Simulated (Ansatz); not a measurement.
# ZrC+ (quartet): wave-function methods side by side, def2-SVP

Aim: climb from Hartree-Fock through coupled cluster for ZrC+ (quartet) at one geometry and basis, and see what each rung misses.

The runs use Ansatz 0.2.0, Gaussian basis; def2-SVP, core rule «outside noble gas», up to 5 orbitals frozen.

To be run: UHF; CCSD(T) on ROHF; CCSD(T) on UHF; CISD as a restricted active space (open shells left free, so some higher excitations enter); CCSDT(Q) on ROHF; CCSDT(Q) on UHF; CISDTQ; CCSDTQ on ROHF; CCSDTQ on UHF.

11 further runs of the same task are left out: 6 for a known fault of the program, 2 that didn't finish, 3 set aside as unsound or not needed. Runs told in other sessions of the task aren't counted.

**1. The geometry**

The geometry is a PBE0/def2-TZVP stationary point (not a proven minimum). No spin-orbit coupling is included. Elements past krypton take def2 core potentials.

2 atoms, charge 1, spin multiplicity 4.

Atoms are counted from 1 here; the program's logs count them from 0.

Bond lengths: Zr1–C2 1.897 Å.

Coordinates:

```
Zr    0.00000    0.00000    0.00000
C     0.00000    0.00000    1.89700
```

**2. UHF**

in.yaml reads:

```yaml
crystal:
  periodic: [false, false, false]
  atoms:
    - {symbol: Zr, position_ang: [0.000000, 0.000000, 0.000000]}
    - {symbol: C, position_ang: [0.000000, 0.000000, 1.897000]}
basis:
  gaussian: {orbitals: def2-SVP}
total_charge: 1
magnetization: {spin_polarized: true, initial_magnetization: 3}
hamiltonian: {xc: hf}
output: {orbitals: {seedname: orbitals}}
```

On the command line:

```sh
$ ansatz run in.yaml --threads 1 --pin off --events-out ev --progress --plain --max-ram 4160MiB --backend cpu
```

Further steps of the session: CCSD(T) on ROHF; CCSD(T) on UHF; CISD as a restricted active space (open shells left free, so some higher excitations enter); CCSDT(Q) on ROHF; CCSDT(Q) on UHF; CISDTQ; CCSDTQ on ROHF; CCSDTQ on UHF.

Before running them: what should the planned runs give, taken together? Wanted: UCCSDTQ from the RHF energy; RMP2 from UCCSDTQ; UMP2 from UCCSDTQ; RCCSD from UCCSDTQ; RCCSD(T) from UCCSDTQ; UCCSD(T) from UCCSDTQ; RCCSDT(Q) from UCCSDTQ; UCCSDT(Q) from UCCSDTQ; T1 diagnostic.

**Answer**, as computed:

```
                         quantity                                  value
      UCCSDTQ from the ROHF energy                             -4.8756 eV
                RMP2 from UCCSDTQ                           +80.3 kJ/mol
                UMP2 from UCCSDTQ                          +131.7 kJ/mol
               RCCSD from UCCSDTQ                           +37.6 kJ/mol
            RCCSD(T) from UCCSDTQ                           +11.4 kJ/mol
            UCCSD(T) from UCCSDTQ                            +8.5 kJ/mol
           RCCSDT(Q) from UCCSDTQ                            +3.7 kJ/mol
           UCCSDT(Q) from UCCSDTQ                            -0.8 kJ/mol
levels within 1 kcal/mol (43 meV)  UCCSDT, RCCSDT(Q), UCCSDT(Q), RCCSDTQ
                    T1 diagnostic                                  0.055
```

**Reading.** RCCSD(T) lands +11.4 kJ/mol from the yardstick (2.4 % of the correlation energy). CCSD(T) misses by +11.4 kJ/mol on the restricted determinant and by +8.5 kJ/mol on the unrestricted one; the two need not hold the same state or core. These misses are within one basis, not against nature; the frozen cores of restricted and unrestricted runs differ, which can shift their rows.
